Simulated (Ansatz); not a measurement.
# VCrC2: the cost of one run

Method: DFT PBE, scalar-relativistic, plane waves, PAW, in Ansatz 0.2.0.

## (1) The structure to begin with

It takes space group P6/mmm (No. 191, hexagonal). The conventional cell has a = 3.659 Å, b = 3.659 Å, c = 4.613 Å, α = 90.00°, β = 90.00°, γ = 120.00°. Around V (site symmetry 6/mmm) lie 6 C at 2.11 Å and 2 Cr at 2.31 Å. Cr (site symmetry 6/mmm) has 2 V at 2.31 Å as nearest neighbours. C (site symmetry -6m2) has 3 C at 2.11 Å and 3 V at 2.11 Å as nearest neighbours.

Structure file:

```
CELL_PARAMETERS angstrom
3.65861 0.00000 0.00000
-1.82931 3.16845 0.00000
0.00000 0.00000 4.61330
ATOMIC_POSITIONS crystal
V 0.00000 0.00000 0.00000
Cr 0.00000 0.00000 0.50000
C 0.33333 0.66667 0.00000
C 0.66667 0.33333 0.00000
```

A structure generator made this guess: random cell by space group and Wyckoff sites (P6/mmm, No. 191). Its size is a rough estimate.

## (2) Probe: one point on a coarse mesh

input.yaml

```yaml
crystal:
  lattice:
    - [3.65861333, 0.0, 0.0]
    - [-1.82930667, 3.16845209, 0.0]
    - [0.0, 0.0, 4.61329749]
  atoms:
    - { symbol: V, position: [0.0, 0.0, 0.0], spin: 2.0 }
    - { symbol: Cr, position: [0.0, 0.0, 0.5], spin: -3.0 }
    - { symbol: C, position: [0.33333333, 0.66666667, 0.0] }
    - { symbol: C, position: [0.66666667, 0.33333333, 0.0] }
basis:
  ecutwfc: 420
kpoints:
  mp_grid: { grid: [6, 6, 4] }
hamiltonian:
  xc: pbe
scf:
  occupations: { method: gaussian, width: 0.1 }
  lower_state_search: "off"
output:
  forces: true
  stress: true
  eigenvalues: true
  populations: true
magnetization:
  spin_polarized: true
```

On the command line:

```sh
ansatz run input.yaml --threads 1 --pin off --max-ram 2560MiB --backend cpu --events-out ev --progress --plain --runs-dir out
```

Q: Estimate wall time and peak memory on 1 thread of Intel Xeon at 2.70GHz, shared host.

About 13 s, with a peak of 0.38 GiB.
